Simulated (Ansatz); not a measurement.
# NbTe (P-6m2) in Ansatz: further runs

One crystal, NbTe, is run at these levels: PBE+D3(BJ), PBE+D4, PBE; tasks: relaxation of cell and atoms, single point.

Program: Ansatz 0.2.0. These are calculated values, not measurements. Logs are shortened: lines on timing, memory, paths and dates and some standing lists are left out, and cuts for length are marked.

### Step 1. The crystal as given

It takes space group P-6m2 (No. 187, hexagonal). The conventional cell has a = 3.703 Å, b = 3.703 Å, c = 3.694 Å, α = 90.00°, β = 90.00°, γ = 120.00°. Te (site symmetry -6m2) is surrounded by 6 Nb at 2.83 Å. Around Nb (site symmetry -6m2) lie 6 Te at 2.83 Å.

The cell comes from a database or a generator and needn't be the stable form of this composition.

### Step 2. Relaxation of cell and atoms, PBE+D3(BJ)

Input file input.yaml:

```yaml
crystal:
  lattice:
    - [3.7029743866, 0.0, 0.0]
    - [-1.8514871933, 3.2068698884, 0.0]
    - [0.0, 0.0, 3.694211]
  atoms:
    - { symbol: Te, position: [0.6666666667, 0.3333333333, 0.0] }
    - { symbol: Nb, position: [0.0, 0.0, 0.5] }
hamiltonian:
  xc: pbe
  pseudopotentials: { kind: paw }
  dispersion: d3bj
kpoints:
  mp_grid: { grid: [8, 8, 7] }
scf:
  occupations: { method: fermi_dirac, width: 0.05 }
output:
  forces: true
  stress: true
  eigenvalues: true
relax:
  f_tol: 0.01
  max_steps: 40
  cell: { stress_tol: 0.05 }
```

Potentials or basis: Ansatz PAW.

On the command line:

```sh
> ansatz run input.yaml --threads 2 --pin off --max-ram 5632MiB --backend cpu --events-out ev --progress --plain --runs-dir out
```

Log:

```text
Warning: RAYON_NUM_THREADS=2 ignored (pool sized by the plan → 2); use --threads N
Engine: ansatz 0.2.0, aarch64-unknown-linux-gnu
Pseudopotentials: kind: paw
Pseudopotential: Te, paw, valence charge 16, recommended cutoff 420 eV (normal), Te.paw.azcp
Pseudopotential: Nb, paw, valence charge 13, recommended cutoff 420 eV (normal), Nb.paw.azcp
Functional definition: PBE
  parameter kappa = 0.804
  parameter beta = 0.06672455060314922
  exchange = pbe_x(kappa = kappa, mu = beta*pi^2/3)
  correlation = pbe_c(beta = beta)
Crystal: 2 atoms, lattice volume = 43.869 Å³
Basis set: ecut = 420 eV, 865 PW (Γ), exchange–correlation on 50×50×50 points (8 copies of the dense FFT grid, shifted against one another)
Bands: 19, of which v1, the nominal top of the filled ones, is band 15 counted from 1 (14 counted from 0)
Symmetry: 12 space group operations
Space group: P-6m2 (ITA 187), of the structure as read, at distance tolerance 3.5e-5 Å
k-points: 40 of 448 (time reversal used)
Non-local potential: Te, projectors of the file, l = 0: 2, l = 1: 2, l = 2: 2, l = 3: 2
Non-local potential: Nb, projectors of the file, l = 0: 3, l = 1: 2, l = 2: 2, l = 3: 1
PAW form: soft (Blöchl's): semilocal exchange-correlation on the pseudo side does not see the compensation charge
PAW one-centre angular grid: Te, 590 points (default); XC on 64 Gauss nodes
PAW one-centre angular grid: Nb, 590 points (default); XC on 64 Gauss nodes
Initial density: superposition of atomic densities (neutral atoms: chi_scale 0, normalization atom), corrected by the library's trained network
Initial wavefunctions: pseudopotential atomic-orbital guess
Functional: x = pbe(κ = 0.804, μ = 0.2195149727645171), c = pbe(β = 0.06672455060314922)
SCF iter   1: F=—  HF=-11533.791964 eV  |F-HF|=—  |Δ(HF+E_count)|=         —  Δρ=7.55e-3  dr2=1.60e-2  ethr=1.77e-3  ⟨swp⟩=6.0  Hψ=3927  notcnv=0
preconditioner: auto → none  [metal: Δε(μ)=0.058 eV  Ē_g=7.573 eV  σ=0.050 eV  W_gap=0.27  n_scr=8 (ndim 8)  ℏωp=18.6 eV  f_vac=0.000  D(μ)=1.34/eV (n_scr^D=8)  sad-step TF]
SCF iter   2: F=—  HF=-11533.791744 eV  |F-HF|=—  |Δ(HF+E_count)|=   2.21e-4  Δρ=4.61e-3  dr2=7.20e-3  ethr=5.53e-5  ⟨swp⟩=1.4  Hψ=1104  notcnv=0
SCF iter   3: F=—  HF=-11533.791361 eV  |F-HF|=—  |Δ(HF+E_count)|=   3.82e-4  Δρ=5.10e-4  dr2=5.84e-5  ethr=2.48e-5  ⟨swp⟩=2.1  Hψ=975  notcnv=0
SCF iter   4: F=—  HF=-11533.791310 eV  |F-HF|=—  |Δ(HF+E_count)|=   5.14e-5  Δρ=1.33e-4  dr2=7.24e-6  ethr=2.01e-7  ⟨swp⟩=2.0  Hψ=1300  notcnv=0
SCF iter   5: F=—  HF=-11533.791309 eV  |F-HF|=—  |Δ(HF+E_count)|=   7.95e-7  Δρ=4.13e-5  dr2=6.71e-7  ethr=2.50e-8  ⟨swp⟩=2.1  Hψ=1025  notcnv=0
SCF iter   6: F=-11533.791309 eV  HF=-11533.791309 eV  |F-HF|=2.84e-8  |Δ(HF+E_count)|=   8.17e-8  Δρ=1.06e-5  dr2=3.19e-8  ethr=3.45e-10  ⟨swp⟩=6.8  Hψ=3369  notcnv=0
SCF 1 converged in 6 iterations: F = -11533.791309 eV  dr2 = 3.19e-8
relax step   1: F+E_penalty+E_count = -11533.79130901 eV  Δ(F+E_penalty+E_count) = +0.000e0 eV  max|allowed force component| = 4.163e-17 eV/Å  Δτ_max = 0.0000 Å  P = -5.390 GPa  Ω = 43.869 Å³  (6 SCF iters, dr2 threshold 1.00e-7 eV, accepted)
Crystal: 2 atoms, lattice volume = 38.740 Å³
Basis set: ecut = 420 eV, 763 PW (Γ), exchange–correlation on 50×50×50 points (8 copies of the dense FFT grid, shifted against one another)
Initial density: handed on by an earlier stage of this run
Initial wavefunctions: those handed on with the density
iter 1 solved again at ethr=1.20e-4 eV; its pass at ethr=3.10e-3 eV (dr2=3.48e-2 eV) is discarded
SCF iter   1: F=—  HF=-11533.731780 eV  |F-HF|=—  |Δ(HF+E_count)|=         —  Δρ=6.94e-3  dr2=3.57e-2  ethr=1.20e-4  ⟨swp⟩=1.1  Hψ=4443  notcnv=0
preconditioner: auto → none  [metal: Δε(μ)=0.068 eV  Ē_g=8.318 eV  σ=0.050 eV  W_gap=0.32  n_scr=8 (ndim 8)  ℏωp=19.8 eV  f_vac=0.000  D(μ)=0.95/eV (n_scr^D=8)]
SCF iter   2: F=—  HF=-11533.723557 eV  |F-HF|=—  |Δ(HF+E_count)|=   8.22e-3  Δρ=2.33e-3  dr2=2.93e-3  ethr=1.20e-4  ⟨swp⟩=2.0  Hψ=1082  notcnv=0
SCF iter   3: F=—  HF=-11533.723091 eV  |F-HF|=—  |Δ(HF+E_count)|=   4.66e-4  Δρ=4.13e-4  dr2=4.49e-5  ethr=1.01e-5  ⟨swp⟩=2.0  Hψ=930  notcnv=0
SCF iter   4: F=—  HF=-11533.723097 eV  |F-HF|=—  |Δ(HF+E_count)|=   5.61e-6  Δρ=8.80e-5  dr2=1.42e-6  ethr=1.55e-7  ⟨swp⟩=2.0  Hψ=982  notcnv=0
iter 5 did not close the SCF: its close was put off for the readings that it lacked (scf_convergence_deferred on its scf_iter line)
SCF iter   5: F=-11533.723098 eV  HF=-11533.723098 eV  |F-HF|=2.15e-8  |Δ(HF+E_count)|=   1.45e-6  Δρ=1.52e-5  dr2=8.05e-8  ethr=4.90e-9  ⟨swp⟩=2.0  Hψ=985  notcnv=0
SCF iter   6: F=-11533.723098 eV  HF=-11533.723098 eV  |F-HF|=2.11e-10  |Δ(HF+E_count)|=   1.44e-8  Δρ=1.71e-6  dr2=5.40e-10  ethr=2.78e-10  ⟨swp⟩=2.8  Hψ=2616  notcnv=0
[... 35 lines left out ...]
iter 3 did not close the SCF: its close was put off for the readings that it lacked (scf_convergence_deferred on its scf_iter line)
SCF iter   3: F=-11533.829224 eV  HF=-11533.829224 eV  |F-HF|=1.28e-9  |Δ(HF+E_count)|=   6.62e-8  Δρ=1.02e-5  dr2=2.66e-8  ethr=1.79e-9  ⟨swp⟩=2.1  Hψ=938  notcnv=0
iter 4 did not close the SCF: its close was put off for the readings that it lacked (scf_convergence_deferred on its scf_iter line)
SCF iter   4: F=-11533.829224 eV  HF=-11533.829224 eV  |F-HF|=2.40e-10  |Δ(HF+E_count)|=   3.16e-9  Δρ=1.59e-6  dr2=4.16e-10  ethr=9.17e-11  ⟨swp⟩=2.2  Hψ=1098  notcnv=0
iter 5 did not close the SCF: its close was put off for the readings that it lacked (scf_convergence_deferred on its scf_iter line)
SCF iter   5: F=-11533.829224 eV  HF=-11533.829224 eV  |F-HF|=0.00e0  |Δ(HF+E_count)|=  2.95e-10  Δρ=2.27e-7  dr2=1.05e-11  ethr=1.44e-12  ⟨swp⟩=2.2  Hψ=1098  notcnv=0
SCF iter   6: F=-11533.829224 eV  HF=-11533.829224 eV  |F-HF|=0.00e0  |Δ(HF+E_count)|=  3.64e-12  Δρ=1.78e-8  dr2=5.33e-14  ethr=1.00e-12  ⟨swp⟩=1.0  Hψ=1681  notcnv=0
SCF 5 converged in 6 iterations: F = -11533.829224 eV  dr2 = 5.33e-14
relax step   5: F+E_penalty+E_count = -11533.82922424 eV  Δ(F+E_penalty+E_count) = -2.625e-5 eV  max|allowed force component| = 3.238e-17 eV/Å  Δτ_max = 0.0000 Å  P = +0.003 GPa  Ω = 41.801 Å³  energy of the carried Pulay correction = +4.038e-4 eV  (6 SCF iters, dr2 threshold 1.56e-7 eV, accepted)
Initial wavefunctions: pseudopotential atomic-orbital guess (no wavefunctions were taken with the density)
iter 1 solved again at ethr=2.90e-8 eV; its pass at ethr=3.10e-3 eV (dr2=8.40e-6 eV) is discarded
SCF iter   1: F=—  HF=-11533.828825 eV  |F-HF|=—  |Δ(HF+E_count)|=         —  Δρ=6.36e-5  dr2=2.31e-7  ethr=2.90e-8  ⟨swp⟩=3.6  Hψ=6167  notcnv=0
preconditioner: auto → none  [metal: Δε(μ)=0.102 eV  Ē_g=7.868 eV  σ=0.050 eV  W_gap=0.46  n_scr=8 (ndim 8)  ℏωp=19.0 eV  f_vac=0.000  D(μ)=1.09/eV (n_scr^D=8)]
SCF iter   2: F=—  HF=-11533.828799 eV  |F-HF|=—  |Δ(HF+E_count)|=   2.54e-5  Δρ=3.04e-5  dr2=4.85e-8  ethr=7.96e-10  ⟨swp⟩=2.1  Hψ=1220  notcnv=0
SCF iter   3: F=—  HF=-11533.828800 eV  |F-HF|=—  |Δ(HF+E_count)|=   9.14e-8  Δρ=4.70e-6  dr2=1.39e-9  ethr=1.67e-10  ⟨swp⟩=2.9  Hψ=1363  notcnv=0
SCF iter   4: F=—  HF=-11533.828800 eV  |F-HF|=—  |Δ(HF+E_count)|=   3.23e-9  Δρ=7.61e-7  dr2=7.39e-11  ethr=4.81e-12  ⟨swp⟩=2.0  Hψ=1344  notcnv=0
iter 5 did not close the SCF: its close was put off for the readings that it lacked (scf_convergence_deferred on its scf_iter line)
SCF iter   5: F=-11533.828800 eV  HF=-11533.828800 eV  |F-HF|=3.64e-12  |Δ(HF+E_count)|=  7.09e-11  Δρ=8.07e-8  dr2=3.23e-12  ethr=1.00e-12  ⟨swp⟩=1.0  Hψ=761  notcnv=0
SCF iter   6: F=-11533.828800 eV  HF=-11533.828800 eV  |F-HF|=1.82e-12  |Δ(HF+E_count)|=  3.64e-12  Δρ=1.61e-8  dr2=6.54e-14  ethr=1.00e-12  ⟨swp⟩=4.0  Hψ=3104  notcnv=0
SCF 6 converged in 6 iterations: F = -11533.828800 eV  dr2 = 6.54e-14
relax step   6: F+E_penalty+E_count = -11533.82879955 eV  Δ(F+E_penalty+E_count) = +4.247e-4 eV  max|allowed force component| = 2.776e-17 eV/Å  Δτ_max = 0.0000 Å  P = +0.005 GPa  Ω = 41.801 Å³  stress off target by 8.67e-3 GPa  SCF on the basis re-selected at this cell (its energy is not comparable with the rows above)  (6 SCF iters)
basis re-selected at this cell: Δ(F+E_penalty+E_count) = +4.247e-4 eV, ΔP = +0.002 GPa vs the last step (what re-selecting the basis moved, of the pressure what is left beyond the Pulay correction that the steps carried, after the strain that the cell walked since its last selection, with what the two solves' SCF thresholds leave and, on support functions, any second-order correction that the steps lacked; it is no measure of the basis error at this ecutwfc). This SCF's stress stands 8.67e-3 GPa from its target on what of the cell is left free (relax.cell.stress_tol is 5.00e-2 GPa) and its largest allowed force component is 2.78e-17 eV/Å (relax.f_tol is 1.00e-2 eV/Å): within both
SCF converged after 6 iterations
Free energy (F): -11533.828800 eV
Harris-Foulkes:  -11533.828800 eV  (|F-HF|=1.82e-12)
Internal energy: -11533.819376 eV  (E = F + TS)
E sigma→0 (E₀):  -11533.824088 eV
Entropy (-TS):   -0.009423 eV (-4.712 meV/atom)
Fermi energy:    16.848488 eV
--- Per-component energies (eV) ---
  E_band       = -253.573936
  E_kinetic    = 578.328773
  E_local      = -1652.393582  (includes V_loc(G=0)·N_el)
  E_nonlocal   = -188.169514
  E_hartree    = 908.626982
  E_xc         = -300.860721
  E_vxc        = -318.784230  (∫ρ·V_xc dr)
  E_paw        = -7737.642626  (= ΣΔE_a)
  E_vpaw       = -489.809162  (= ΣTr[D̂ρ^β])
  E_aug_tail   = -0.000180  (compensation charges beyond the density's cutoff)
  E_ewald      = -3140.372973
  E_disp       = -1.335536  (pairwise vdW)
  E_smearing   = -0.009423  (= −TS)
  E_closure    = 0.000000  (closes the sum)
  Σ components = -11533.828800   (vs F -11533.828800, Δ=0.00e0)
--- Forces (eV/Å), atoms counted from 1 ---
  atom   1  Te     0.00000000     0.00000000     0.00000000
  atom   2  Nb     0.00000000     0.00000000     0.00000000
  max |Σ_I F_I| component: 2.04e-16 eV/Å
--- Stress (GPa, compression-positive) ---
        0.008675      -0.000000      -0.000000
       -0.000000       0.008675      -0.000000
       -0.000000      -0.000000      -0.001038
  P = ⅓ Tr σ = 0.0054 GPa (0.054 kbar)
--- Band table (eV; the first three rows and the last of 40) ---
  k-point 0: bands = ["-38.6728", "-21.3296", "-21.3296", "-21.3168", "-21.3168", "-21.3161", "-14.9093", "-14.6746", "-14.6746", "2.2714", "13.6118", "13.7007", "13.7007", "14.2990", "16.9704", "16.9704", "19.4667", "19.4667", "20.1044"]
  k-point 1: bands = ["-38.6718", "-21.3292", "-21.3292", "-21.3181", "-21.3181", "-21.3136", "-14.9333", "-14.6722", "-14.6722", "2.4817", "12.2679", "13.8196", "13.8196", "15.1417", "16.5349", "16.5349", "19.7028", "19.7028", "20.5946"]
  k-point 2: bands = ["-38.6694", "-21.3282", "-21.3282", "-21.3212", "-21.3212", "-21.3080", "-14.9867", "-14.6669", "-14.6669", "3.0268", "10.4850", "14.0845", "14.0845", "15.9647", "15.9647", "16.1921", "19.4149", "19.4149", "21.3983"]
  k-point 39: bands = ["-38.6552", "-21.3327", "-21.3256", "-21.3203", "-21.3154", "-21.2944", "-14.9674", "-14.7992", "-14.7401", "4.5687", "10.3694", "11.0210", "12.1214", "15.5131", "18.0080", "18.6854", "19.2562", "19.5000", "20.4253"]
--- Relaxed structure (5 steps of the walk, 4 accepted, 1 SCFs on fresh bases) ---
  F+E_penalty+E_count = -11533.82879955 eV   max|allowed force component| = 2.776e-17 eV/Å   (the final SCF, on the basis selected at the relaxed cell)
  cell:  # Å, volume = 41.8014 Å³
    - [3.618749626909484, 0.0, 0.0]
    - [-1.809374813454742, 3.133929106839073, 0.0]
    - [0.0, 0.0, 3.6858962400020476]
  atoms:
    - { symbol: Te, position: [0.6666666666666666, 0.3333333333333332, 0.0] }
    - { symbol: Nb, position: [-2.7755575615628914e-17, -1.0609960346110644e-33, 0.5] }
```

Wall time 11 s (2 threads of Arm Neoverse V2, shared host); peak memory 0.35 GiB.

What came out:

```yaml
Free_energy: -11533.8288 eV
Relaxed_volume: 20.90 Å³/atom
Relaxed_cell: a = 3.619 Å, b = 3.619 Å, c = 3.686 Å, α = 90.00°, β = 90.00°, γ = 120.00°
Space_group_after_relaxing_to_0.05_Å: P-6m2 (No. 187)
Energy_gained_by_relaxing: 18.7 meV/atom
Ionic_steps: 5
Pressure_after_relaxing: 0.0 GPa
Band_gap_on_the_k_mesh: none (metal or under the smearing width)
```

The path:
| step | energy change (eV) | largest force (eV/Å) | volume (Å³) |
| --- | --- | --- | --- |
| 1 | 0.0000 | 0.0000 | 43.87 |
| 2 | -0.0370 | 0.0000 | 42.05 |
| 3 | -0.0379 | 0.0000 | 41.77 |
| 4 | -0.0379 | 0.0000 | 41.80 |
| 5 | -0.0375 | 0.0000 | 41.80 |

Final structure:
```xyz
2
Lattice="3.6187 0.0000 0.0000 -1.8094 3.1339 0.0000 0.0000 0.0000 3.6859" Properties=species:S:1:pos:R:3 pbc="T T T"
Te    1.8094    1.0446    0.0000
Nb    0.0000    0.0000    1.8429
```

Caveat: the plane-wave basis is chosen anew once the cell has moved, so the energies of steps on either side of that aren't comparable; pairwise dispersion overbinds metals, which lowers pressure and volume. Spin-orbit coupling is left out, which matters for the levels of Te.

### Step 3. Relaxation of cell and atoms, PBE+D4

input.yaml, as its differences from that of step 2:

```diff
@@ -11,3 +11,3 @@
   pseudopotentials: { kind: paw }
-  dispersion: d3bj
+  dispersion: d4
 kpoints:
```

Potentials or basis: Ansatz PAW.

On the command line:

```sh
> ansatz run input.yaml --threads 2 --pin off --max-ram 5632MiB --backend cpu --events-out ev --progress --plain --runs-dir out
```

Wall time 11 s (2 threads of Arm Neoverse V2, shared host); peak memory 0.35 GiB.

The run converged. Its results:

```yaml
Free_energy: -11533.4946 eV
Relaxed_volume: 21.18 Å³/atom
Relaxed_cell: a = 3.641 Å, b = 3.641 Å, c = 3.690 Å, α = 90.00°, β = 90.00°, γ = 120.00°
Space_group_after_relaxing_to_0.05_Å: P-6m2 (No. 187)
Energy_gained_by_relaxing: 10.0 meV/atom
Ionic_steps: 5
Pressure_after_relaxing: 0.0 GPa
Band_gap_on_the_k_mesh: none (metal or under the smearing width)
```

The path:
| step | energy change (eV) | largest force (eV/Å) | volume (Å³) |
| --- | --- | --- | --- |
| 1 | 0.0000 | 0.0000 | 43.87 |
| 2 | -0.0199 | 0.0000 | 42.54 |
| 3 | -0.0203 | 0.0000 | 42.34 |
| 4 | -0.0203 | 0.0000 | 42.35 |
| 5 | -0.0199 | 0.0000 | 42.35 |

Final structure:
```
CELL_PARAMETERS angstrom
3.64055 0.00000 0.00000
-1.82028 3.15281 0.00000
0.00000 0.00000 3.68986
ATOMIC_POSITIONS crystal
Te 0.66667 0.33333 0.00000
Nb 0.00000 0.00000 0.50000
```

Levels at points of the mesh, in eV from the Fermi level:
```tsv
k point	band 13	band 14	band 15	band 16	band 17	band 18
(0.00, 0.00, 0.00)	-3.15	-2.50	0.12	0.12	2.57	2.57
(0.00, -0.50, 0.00)	-2.78	-2.55	-0.23	1.34	1.66	3.07
```

Caveat: the plane-wave basis is chosen anew once the cell has moved, so the energies of steps on either side of that aren't comparable; pairwise dispersion overbinds metals, which lowers pressure and volume.

### Step 4. Single point, PBE

input.yaml, as its differences from that of step 3:

```diff
@@ -11,3 +11,2 @@
   pseudopotentials: { kind: paw }
-  dispersion: d4
 kpoints:
@@ -15,3 +14,3 @@
 scf:
-  occupations: { method: fermi_dirac, width: 0.05 }
+  occupations: { method: gaussian, width: 0.013 }
 output:
@@ -20,5 +19 @@
   eigenvalues: true
-relax:
-  f_tol: 0.01
-  max_steps: 40
-  cell: { stress_tol: 0.05 }
```

Potentials or basis: Ansatz PAW.

On the command line:

```sh
> ansatz run input.yaml --threads 2 --pin off --max-ram 5632MiB --backend cpu --events-out ev --progress --plain --runs-dir out
```

Log:

```text
Warning: RAYON_NUM_THREADS=2 ignored (pool sized by the plan → 2); use --threads N
[... 9 set-up lines as earlier in the session ...]
Crystal: 2 atoms, lattice volume = 43.869 Å³
[... 33 lines left out ...]
  E_local      = -1731.473465  (includes V_loc(G=0)·N_el)
  E_nonlocal   = -188.276544
  E_hartree    = 935.889761
  E_xc         = -299.777316
  E_vxc        = -317.322375  (∫ρ·V_xc dr)
  E_paw        = -7737.514453  (= ΣΔE_a)
  E_vpaw       = -489.658344  (= ΣTr[D̂ρ^β])
  E_aug_tail   = -0.000174  (compensation charges beyond the density's cutoff)
  E_ewald      = -3087.106456
  E_smearing   = -0.000234  (= −TS)
  E_closure    = 0.000000  (closes the sum)
  Σ components = -11532.513761   (vs F -11532.513761, Δ=0.00e0)
--- Forces (eV/Å), atoms counted from 1 ---
  atom   1  Te    -0.00000000     0.00000000     0.00000000
  atom   2  Nb    -0.00000000     0.00000000     0.00000000
  max |Σ_I F_I| component: 7.40e-17 eV/Å
--- Stress (GPa, compression-positive) ---
       -1.080722       0.000000       0.000000
        0.000000      -1.080722       0.000000
        0.000000       0.000000       0.328147
  P = ⅓ Tr σ = -0.6111 GPa (-6.111 kbar)
--- Band table (eV; the first three rows and the last of 40) ---
  k-point 0: bands = ["-39.6866", "-22.2031", "-22.2031", "-22.1925", "-22.1925", "-22.1919", "-15.8737", "-15.6965", "-15.6965", "1.6372", "12.7337", "12.7337", "12.9027", "13.5404", "16.0254", "16.0254", "18.3270", "18.3270", "18.7418"]
  k-point 1: bands = ["-39.6857", "-22.2028", "-22.2028", "-22.1937", "-22.1937", "-22.1895", "-15.8952", "-15.6943", "-15.6943", "1.8376", "11.5490", "12.8501", "12.8501", "14.3581", "15.5875", "15.5875", "18.5709", "18.5709", "19.2805"]
  k-point 2: bands = ["-39.6835", "-22.2020", "-22.2020", "-22.1963", "-22.1963", "-22.1842", "-15.9429", "-15.6895", "-15.6895", "2.3574", "9.7665", "13.1073", "13.1073", "15.0311", "15.0311", "15.3917", "18.3011", "18.3011", "20.1329"]
  k-point 39: bands = ["-39.6731", "-22.2053", "-22.1999", "-22.1957", "-22.1922", "-22.1732", "-15.9343", "-15.7907", "-15.7450", "3.7540", "9.7199", "10.1886", "11.3404", "14.6863", "17.0255", "17.5265", "18.0879", "18.3849", "19.2799"]
```

Run time: 1.5 s. Hardware: 2 threads of Arm Neoverse V2, shared host; peak memory 0.33 GiB.

Results:

```yaml
Free_energy: -11532.5138 eV
Pressure: -0.6 GPa
Band_gap_on_the_k_mesh: none (metal or under the smearing width)
```

Stress tensor (GPa, compression positive):
```
-1.08  0.00  0.00
 0.00 -1.08  0.00
 0.00  0.00  0.33
```

Levels at points of the mesh, in eV from the Fermi level:
| k point | band 12 | band 13 | band 14 | band 15 | band 16 | band 17 | band 18 | band 19 |
| --- | --- | --- | --- | --- | --- | --- | --- | --- |
| (0.00, 0.00, 0.00) | -3.19 | -3.02 | -2.39 | 0.10 | 0.10 | 2.40 | 2.40 | 2.81 |
| (0.00, -0.50, 0.00) | -3.87 | -2.67 | -2.64 | -0.23 | 1.19 | 1.45 | 2.99 | 3.79 |

Spin-orbit coupling is left out, which matters for the levels of Te.

### Step 5. Summary

| task | level | cell | smearing | gap on the mesh (eV) | pressure (GPa) | relaxed volume (Å³/atom) |
| --- | --- | --- | --- | --- | --- | --- |
| relaxation of cell and atoms | PBE+D3(BJ) | relaxed | fermi-dirac 0.05 eV | none | 0.0 | 20.90 |
| relaxation of cell and atoms | PBE+D4 | relaxed | fermi-dirac 0.05 eV | none | 0.0 | 21.18 |
| single point | PBE | as given | gaussian 0.013 eV | none | -0.6 | - |

Alike in all rows: potentials or basis Ansatz PAW; no spin polarisation; k mesh 8 × 8 × 7; cutoff (eV) 420.

Caveats: the plane-wave basis is chosen anew once the cell has moved, so the energies of steps on either side of that aren't comparable (some runs); pairwise dispersion overbinds metals, which lowers pressure and volume (some runs).

Total energies depend on the potentials used, so only differences within one code and one set of settings carry meaning.
